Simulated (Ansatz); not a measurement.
Runs of Ansatz 0.2.0 on CsLiCr2Te2S3. It takes space group C2/m (No. 12, monoclinic). Conventional cell: a = 14.579 Å, b = 4.209 Å, c = 7.709 Å, α = 90.00°, β = 109.04°, γ = 90.00°. Cs (site symmetry 2/m) has 6 S at 3.84 to 3.85 Å and 6 Te at 4.08 to 4.23 Å and 2 Cs at 4.21 Å and 2 Cr at 4.27 Å and 4 Li at 4.39 Å as nearest neighbours. Around Li (site symmetry 2/m) lie 2 S at 2.10 Å. Cr (site symmetry m) is surrounded by 4 S at 2.33 to 2.46 Å. Te (site symmetry m) has 2 Cr at 2.84 Å and 1 Li at 3.10 Å and 1 S at 3.19 Å as nearest neighbours. Around S (site symmetry m) lie 3 Cr at 2.33 to 2.46 Å. S (site symmetry 2/m) is surrounded by 2 Li at 2.10 Å and 2 Cr at 2.38 Å. The cell was built by a generator and needn't be a form met in nature.

| task | level | cell | k mesh | cutoff (eV) | points for each segment of the path | gap on the mesh (eV) | pressure (GPa) | moment (μB) | largest force (eV/Å) |
| --- | --- | --- | --- | --- | --- | --- | --- | --- | --- |
| band structure | r2SCAN | as given | 7 × 7 × 4 | 500 | 10 | none | (d) | 5.56 | 0.22 |
| band structure | PBEsol | as given | 7 × 7 × 4 | 420 | 10 | none | -2.7 | (b) | 0.26 |
| relaxation of cell and atoms | r2SCAN+rVV10 | relaxed | 5 × 5 × 3 | 500 | - | none | 0.0 | (c) | 0.01 |
| band structure | RPBE | as given | 7 × 7 × 4 | 420 | 10 | none | 2.1 | 5.27 | 0.14 |
| band structure | LDA | as given | 7 × 7 × 4 | 420 | 10 | none | (a) | 5.12 | 0.48 |

Alike in all rows: potentials or basis Ansatz PAW; spin collinear, ferromagnetic start; smearing fermi-dirac 0.05 eV.

Problem. Fill in the values left out.

Solution. (a) -4.7; (b) 5.21; (c) 5.96; (d) 0.3.

Caveats: only a ferromagnetic start was run, and an antiferromagnetic order may lie lower in energy; the PAW data sets come from PBE, with cores solved anew for the run's functional, which leaves a small shift of forces and pressure; the magnetic or orbital state may not be the lowest (some runs); the plane-wave basis is chosen anew once the cell has moved, so the energies of steps on either side of that aren't comparable (some runs); the potentials were made for another functional, which shifts forces and pressure (some runs).

A k mesh can miss the band edges, and the runs leave out spin-orbit coupling on Cs, Te.

A gap of «none» marks a metal or a gap under the smearing width.

Not every run made on this cell is shown here.
